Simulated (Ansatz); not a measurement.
# Ge4IrW: the cost of one run

Computed with Ansatz 0.2.0 (DFT PBE, scalar-relativistic, plane waves, PAW, unless a step's input says otherwise).

### Step 1. The starting structure

The structure is hexagonal, space group P6/mmm (No. 191). The conventional cell has a = 3.654 Å, b = 3.654 Å, c = 7.941 Å, α = 90.00°, β = 90.00°, γ = 120.00°. Ge (site symmetry 3m) is surrounded by 3 Ge at 2.11 Å. Ir (site symmetry 6/mmm) has 12 Ge at 2.87 Å as nearest neighbours. W (site symmetry 6/mmm) is surrounded by 12 Ge at 2.93 Å.

Coordinates:

```
Ge Ir W
1.0
     3.65406    0.00000    0.00000
    -1.82703    3.16451    0.00000
     0.00000    0.00000    7.94122
Ge Ir W
4 1 1
Direct
  0.33333 0.66667 0.74444
  0.33333 0.66667 0.25556
  0.66667 0.33333 0.74444
  0.66667 0.33333 0.25556
  0.00000 0.00000 0.50000
  0.00000 0.00000 0.00000
```

Recipe of the guess: species swapped into a database cell of HfTaB4 (P6/mmm, No. 191), with W on the Hf sites, Ir on the Ta sites and Ge on the B sites. Its size is a rough estimate.

### Step 2. A first look at the guess

input.yaml reads:

```yaml
crystal:
  lattice:
    - [3.65406074, 0.0, 0.0]
    - [-1.82703037, 3.16450943, 0.0]
    - [0.0, 0.0, 7.94122156]
  atoms:
    - { symbol: Ge, position: [0.33333333, 0.66666667, 0.74444085] }
    - { symbol: Ge, position: [0.33333333, 0.66666667, 0.25555915] }
    - { symbol: Ge, position: [0.66666667, 0.33333333, 0.74444085] }
    - { symbol: Ge, position: [0.66666667, 0.33333333, 0.25555915] }
    - { symbol: Ir, position: [0.0, 0.0, 0.5] }
    - { symbol: W, position: [0.0, 0.0, 0.0] }
basis:
  ecutwfc: 420
kpoints:
  mp_grid: { grid: [6, 6, 2] }
hamiltonian:
  xc: pbe
scf:
  occupations: { method: gaussian, width: 0.1 }
  lower_state_search: "off"
output:
  forces: true
  stress: true
  eigenvalues: true
```

The run is started by

```
> ansatz run input.yaml --threads 1 --pin off --max-ram 2560MiB --backend cpu --events-out ev --progress --plain --runs-dir out
```

What time and memory should one allow on 1 thread of Intel Xeon at 2.70GHz, shared host?

About 4.5 s, with a peak of 0.42 GiB.
